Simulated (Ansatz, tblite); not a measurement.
# InH2Et (C₂H₇In): charged states by level of theory

What does removing an electron cost or gain for InH2Et (C₂H₇In)? Each charged state is run at several levels.

The runs use Ansatz 0.2.0, Gaussian basis; as each input shows.

Plan: charge +1 doublet, at the geometry of the singlet (PBE0-D4/def2-TZVP, PBE-D4/def2-TZVP, r2SCAN-D4/def2-TZVP); the starting singlet's energies come from earlier runs.

2 further runs of the same task are left out: 2 set aside as unsound or not needed.

### 1 The structure

The singlet was relaxed beforehand with PBE-D4/def2-SVP.

10 atoms, charge 0, spin multiplicity 1.

Atoms are counted from 1 here; the program's logs count them from 0.

Bond lengths: In1–H2 1.756 Å, In1–H3 1.756 Å, In1–C4 2.203 Å, C4–C5 1.535 Å, C4–H6 1.110 Å, C4–H7 1.110 Å, C5–H8 1.113 Å, C5–H9 1.111 Å, C5–H10 1.111 Å. Angles: H2–In1–H3 118.6°, H2–In1–C4 120.5°, H3–In1–C4 120.9°, In1–C4–C5 112.6°, In1–C4–H6 107.7°, In1–C4–H7 107.5°, C5–C4–H6 110.8°, C5–C4–H7 110.7°, H6–C4–H7 107.2°, C4–C5–H8 111.6°, C4–C5–H9 112.3°, C4–C5–H10 112.3°, H8–C5–H9 106.5°, H8–C5–H10 106.6°, H9–C5–H10 107.1°.

In takes a core potential in the def2 sets. No spin-orbit coupling is included.

### 2 Charge +1 doublet at the fixed geometry, first pass, PBE0-D4/def2-SVP

in.yaml reads:

```yaml
crystal:
  periodic: [false, false, false]
  atoms:
    - {symbol: In, position_ang: [0.813681, 1.507852, 0.584736]}
    - {symbol: H, position_ang: [2.569943, 1.521507, 0.599071]}
    - {symbol: H, position_ang: [-0.039609, 3.041748, 0.529177]}
    - {symbol: C, position_ang: [-0.288160, -0.400250, 0.568236]}
    - {symbol: C, position_ang: [-0.474525, -0.963123, -0.848143]}
    - {symbol: H, position_ang: [-1.269404, -0.227984, 1.056813]}
    - {symbol: H, position_ang: [0.273779, -1.115396, 1.204414]}
    - {symbol: H, position_ang: [-1.027673, -1.928427, -0.836284]}
    - {symbol: H, position_ang: [-1.051936, -0.276390, -1.502827]}
    - {symbol: H, position_ang: [0.493914, -1.159526, -1.355213]}
basis:
  gaussian: {orbitals: def2-SVP}
total_charge: 1
magnetization: {spin_polarized: true, initial_magnetization: 1}
hamiltonian: {xc: pbe0, dispersion: d4}
output: {orbitals: {seedname: orbitals}}
```

The run is started by

```
> ansatz run in.yaml --threads 2 --pin off --events-out ev --progress --plain --max-ram 4352MiB
```

Standard output:

```text
Functional definition: PBE0
  name "PBE0"
  cite "Adamo & Barone, J. Chem. Phys. 110, 6158 (1999) doi:10.1063/1.478522"
  cite "Perdew, Burke & Ernzerhof, Phys. Rev. Lett. 77, 3865 (1996) doi:10.1103/PhysRevLett.77.3865"
  parent pbe
  parameter a = 0.25
  parameter kappa = 0.804
  parameter beta = 0.06672455060314922
  exchange = (1 - a)*pbe_x(kappa = kappa, mu = beta*pi^2/3) + a*exact_x
  correlation = pbe_c(beta = beta)
998 factors; integrals over basis functions are off by at most 1.1e-3 eV
mean field evaluation 1: about -7329.7727 eV, gradient 5.4e1 eV
mean field evaluation 2: about -7226.4885 eV, gradient 1.1e2 eV
mean field evaluation 4: about -7345.6647 eV, gradient 1.3e1 eV
mean field evaluation 8: about -7347.3766 eV, gradient 8.1e-1 eV
mean field evaluation 16: about -7347.5198 eV, gradient 4.8e-3 eV
mean field evaluation 32: about -7347.3313 eV, gradient 9.5e-1 eV
mean field -7347.51978450 eV, -270.0163717524 hartree, gradient 3.5e-5 eV, S^2 0.755746; 2 other end points of the search recorded, 0 dependent functions left out
reference -7347.51981965 eV, -270.0163730443 hartree; 20, 19 occupied and 69, 70 virtual orbitals, 998 factors
Total energy: -7347.62871799 eV, -270.0203749845 hartree
```

It took 3.5 s on 2 threads of Arm Neoverse V2, shared host.

From the report: HOMO -13.16 eV, LUMO -11.02 eV (over both spins); ⟨S²⟩ 0.756 (pure: 0.75).

### 3 Charge +1 doublet at the fixed geometry, PBE0-D4/def2-TZVP

start.molden holds the orbitals of an earlier run on this state, given as this run's starting guess.

Changes to in.yaml since step 2:

```diff
@@ -14,3 +14,3 @@
 basis:
-  gaussian: {orbitals: def2-SVP}
+  gaussian: {orbitals: def2-TZVP, initial_orbitals: start.molden}
 total_charge: 1
@@ -18,2 +18,3 @@
 hamiltonian: {xc: pbe0, dispersion: d4}
+scf: {omitted_lower_state_checks: [starts]}
 output: {orbitals: {seedname: orbitals}}
```

Launched as before.

Standard output:

```text
Functional definition: PBE0
  name "PBE0"
  cite "Adamo & Barone, J. Chem. Phys. 110, 6158 (1999) doi:10.1063/1.478522"
  cite "Perdew, Burke & Ernzerhof, Phys. Rev. Lett. 77, 3865 (1996) doi:10.1103/PhysRevLett.77.3865"
  parent pbe
  parameter a = 0.25
  parameter kappa = 0.804
  parameter beta = 0.06672455060314922
  exchange = (1 - a)*pbe_x(kappa = kappa, mu = beta*pi^2/3) + a*exact_x
  correlation = pbe_c(beta = beta)
these checks for a lower state are left out or cut short: starts
1149 factors; their error is unknown
mean field evaluation 1: about -7348.9148 eV, gradient 4.7e1 eV
mean field evaluation 2: about -7350.0817 eV, gradient 1.2e0 eV
mean field evaluation 4: about -7350.1221 eV, gradient 3.0e-1 eV
mean field evaluation 8: about -7350.1224 eV, gradient 2.3e-5 eV
mean field -7350.12237556 eV, -270.1120152099 hartree, gradient 2.3e-5 eV, S^2 0.756101; 0 other end points of the search recorded, 0 dependent functions left out
reference -7350.12240962 eV, -270.1120164617 hartree; 20, 19 occupied and 134, 135 virtual orbitals, 1149 factors
Total energy: -7350.23130796 eV, -270.1160184019 hartree
Checks for a lower state left out: starts
```

Wall time 3.9 s (2 threads of Arm Neoverse V2, shared host).

HOMO -13.17 eV, LUMO -10.91 eV (over both spins); ⟨S²⟩ 0.756 (pure: 0.75).

### 4 Charge +1 doublet at the fixed geometry, PBE-D4/def2-TZVP

Changes to in.yaml since step 3:

```diff
@@ -17,3 +17,3 @@
 magnetization: {spin_polarized: true, initial_magnetization: 1}
-hamiltonian: {xc: pbe0, dispersion: d4}
+hamiltonian: {xc: pbe, dispersion: d4}
 scf: {omitted_lower_state_checks: [starts]}
```

The command is unchanged.

Standard output:

```text
Functional definition: PBE
  name "PBE"
  cite "Perdew, Burke & Ernzerhof, Phys. Rev. Lett. 77, 3865 (1996) doi:10.1103/PhysRevLett.77.3865"
  parent pbe
  parameter kappa = 0.804
  parameter beta = 0.06672455060314922
  exchange = pbe_x(kappa = kappa, mu = beta*pi^2/3)
  correlation = pbe_c(beta = beta)
these checks for a lower state are left out or cut short: starts
1056 factors; their error is unknown
mean field evaluation 1: about -7349.7102 eV, gradient 5.0e0 eV
mean field evaluation 2: about -7349.8103 eV, gradient 1.2e-1 eV
mean field evaluation 4: about -7349.7817 eV, gradient 1.6e-3 eV
mean field evaluation 8: about -7349.7817 eV, gradient 7.7e-5 eV
mean field -7349.78168924 eV, -270.0994952184 hartree, gradient 2.7e-5 eV, S^2 0.752953; 0 other end points of the search recorded, 0 dependent functions left out
reference -7349.78173576 eV, -270.0994969280 hartree; 20, 19 occupied and 134, 135 virtual orbitals, 1056 factors
Total energy: -7349.91108922 eV, -270.1042505803 hartree
Checks for a lower state left out: starts
```

It took 3.1 s on 2 threads of Arm Neoverse V2, shared host.

From the report: HOMO -12.12 eV, LUMO -11.73 eV (over both spins); ⟨S²⟩ 0.753 (pure: 0.75).

### 5 Charge +1 doublet at the fixed geometry, r2SCAN-D4/def2-TZVP

Changes to in.yaml since step 4:

```diff
@@ -17,3 +17,3 @@
 magnetization: {spin_polarized: true, initial_magnetization: 1}
-hamiltonian: {xc: pbe, dispersion: d4}
+hamiltonian: {xc: r2scan, dispersion: d4}
 scf: {omitted_lower_state_checks: [starts]}
```

Launched as before.

Standard output:

```text
Functional definition: r2SCAN
  name "r2SCAN"
  cite "Furness, Kaplan, Ning, Perdew & Sun, J. Phys. Chem. Lett. 11, 8208 (2020) doi:10.1021/acs.jpclett.0c02405"
  cite "Furness, Kaplan, Ning, Perdew & Sun, J. Phys. Chem. Lett. 11, 9248 (2020) doi:10.1021/acs.jpclett.0c03077"
  parent r2scan
  parameter k0 = 0.174
  parameter k1 = 0.065
  parameter a1 = 4.9479
  exchange = r2scan_x(k0 = k0, k1 = k1, a1 = a1)
  correlation = r2scan_c
these checks for a lower state are left out or cut short: starts
1056 factors; their error is unknown
mean field evaluation 1: about -7353.4916 eV, gradient 3.1e0 eV
mean field evaluation 2: about -7353.5238 eV, gradient 3.6e-2 eV
mean field evaluation 4: about -7353.4973 eV, gradient 4.0e-4 eV
mean field -7353.49727489 eV, -270.2360404728 hartree, gradient 2.5e-5 eV, S^2 0.756778; 0 other end points of the search recorded, 0 dependent functions left out
reference -7353.49729025 eV, -270.2360410371 hartree; 20, 19 occupied and 134, 135 virtual orbitals, 1056 factors
Total energy: -7353.52761971 eV, -270.2371556243 hartree
Checks for a lower state left out: starts
```

It took 6 s on 2 threads of Arm Neoverse V2, shared host.

HOMO -12.36 eV, LUMO -11.49 eV (over both spins); ⟨S²⟩ 0.757 (pure: 0.75).

### 6 Vertical ionisation energy

Charged state less starting state, singlet to doublet; the starting state's energies are those of its earlier runs.

```csv
level,vertical ionisation energy (eV),time
PBE-D4/def2-TZVP,+8.87,4.7 s
r2SCAN-D4/def2-TZVP,+8.86,9.2 s
PBE0-D4/def2-TZVP,+9.00,6.8 s
```

Times add the two runs; a level without a time comes out of a correlated run.

Beside −ε(HOMO) of the starting state:

| level | −ε(HOMO) (eV) | by difference (eV) | mismatch (eV) |
| --- | --- | --- | --- |
| PBE-D4/def2-TZVP | 5.94 | 8.87 | -2.93 |
| r2SCAN-D4/def2-TZVP | 6.14 | 8.86 | -2.72 |
| PBE0-D4/def2-TZVP | 7.04 | 9.00 | -1.96 |

### 7 Outcome

| quantity | value |
| --- | --- |
| vertical ionisation energy, functionals in def2-TZVP | 8.86 (r2SCAN-D4) to 9.00 eV (PBE0-D4) |

In words: The vertical ionisation energy spans 8.86 to 9.00 eV over the functionals. −ε(HOMO) misses the level's own difference by -1.96 eV at best (PBE0-D4) and -2.93 eV at worst (PBE-D4).
